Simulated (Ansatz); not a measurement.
# LuBi (Fm-3m) in Ansatz: equation of state

How stiff is LuBi in PBE, and what volume does it want? The cell is scaled to several volumes.

Program: Ansatz 0.2.0. These are calculated values, not measurements. Logs are shortened: lines on timing, memory, paths and dates and some standing lists are left out, and cuts for length are marked.

## Step 1: The crystal as given

It takes space group Fm-3m (No. 225, cubic). The conventional cell has a = 6.204 Å, b = 6.204 Å, c = 6.204 Å, α = 90.00°, β = 90.00°, γ = 90.00°. Bi (site symmetry m-3m) is surrounded by 6 Lu at 3.10 Å. Lu (site symmetry m-3m) has 6 Bi at 3.10 Å as nearest neighbours.

The cell comes from a database or a generator and needn't be the stable form of this composition.

## Step 2: Equation of state, PBE

Potentials or basis: all-electron LAPW, scalar-relativistic.

No new run: the results of the series are fitted here.

Results:

| Quantity | Value |
| --- | --- |
| Equilibrium volume | 30.33 Å³/atom |
| Bulk modulus | 55 GPa |
| Pressure derivative of the bulk modulus | 4.1 |

Energy against volume, from the lowest point:
| volume (Å³/atom) | energy (meV/atom) |
| --- | --- |
| 28.057 | 33.45 |
| 28.654 | 17.51 |
| 29.251 | 6.96 |
| 29.848 | 1.28 |
| 30.445 | 0.00 |
| 31.042 | 2.70 |
| 31.639 | 8.98 |
